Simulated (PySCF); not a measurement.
# CaH: from the state search to spectroscopic constants

An exercise on one series of results from a longer session: the logs are not shown, and one member is left open.

Computed with PySCF 2.14.0. Level: Ca aug-pcseg-1, H aug-pcseg-1, no relativity.

The first run:

A driver script around PySCF takes these settings:

```yaml
atoms: Ca, H
charge: 0
basis: Ca aug-pcseg-1, H aug-pcseg-1
Hamiltonian: no relativity
basis_functions: 42
electrons_treated: 21
masses_in_u: 39.9626, 1.0078
levels: PBE0, PBE, r²SCAN, r²SCANh, revPBE, B2PLYP, HF, MP2, SCS-MP2, CCSD, CCSD(T)
grid: 80 radial by 434 angular points
occupations: held fixed by the projection of orbital angular momentum
dissociation_limit: Ca + H, each in its ground configuration
starting_distance_in_angstrom: 1.910
values_of_2S_to_try: 1, 3
```

Launch:

```sh
> OMP_NUM_THREADS=1 python dia.py task.json out
```

Among the steps run: Set-up; The PBE0 curve of the state that the search chose; Higher solutions at PBE0; PBE; r²SCAN (meta-GGA); r²SCANh; revPBE (GGA); B2PLYP (double hybrid); UHF; Correlated methods on the Hartree–Fock reference.

One of the session's tables, all rows but one given; the rest of the session is left out.

Energy (eV) from each level's lowest point:

```
R (Å)    UHF  UHF-MP2  UHF-SCS-MP2  UHF-CCSD  UHF-CCSD(T)
1.710  0.522    0.462        0.471       n/a          n/a
1.789  0.286    0.249        0.255     0.266        0.264
1.869      ?        ?            ?         ?            ?
1.928  0.059    0.049        0.051     0.057        0.057
1.988  0.017    0.013        0.014     0.017        0.017
2.048  0.000    0.000        0.000     0.000        0.000
2.127  0.010    0.013        0.012     0.006        0.006
2.227  0.063    0.067        0.065     0.051        0.051
2.346  0.172    0.173        0.170     0.145        0.144
2.505  0.366    0.362        0.357       n/a          n/a
```

Estimate the missing values for R (Å) = 1.869.

Worked estimate for «UHF». A straight line through the neighbours (1.789, 0.286) and (1.928, 0.059) gives 0.286 + (0.059 − 0.286) × (1.869 − 1.789) / (1.928 − 1.789) = 0.155; a parabola fitted to 4 rows on both sides gives 0.128.

The run gave: UHF: 0.132; UHF-MP2: 0.112; UHF-SCS-MP2: 0.115; UHF-CCSD: 0.124; UHF-CCSD(T): 0.123. In «UHF» the line misses by +0.023 and the parabola by -0.004.
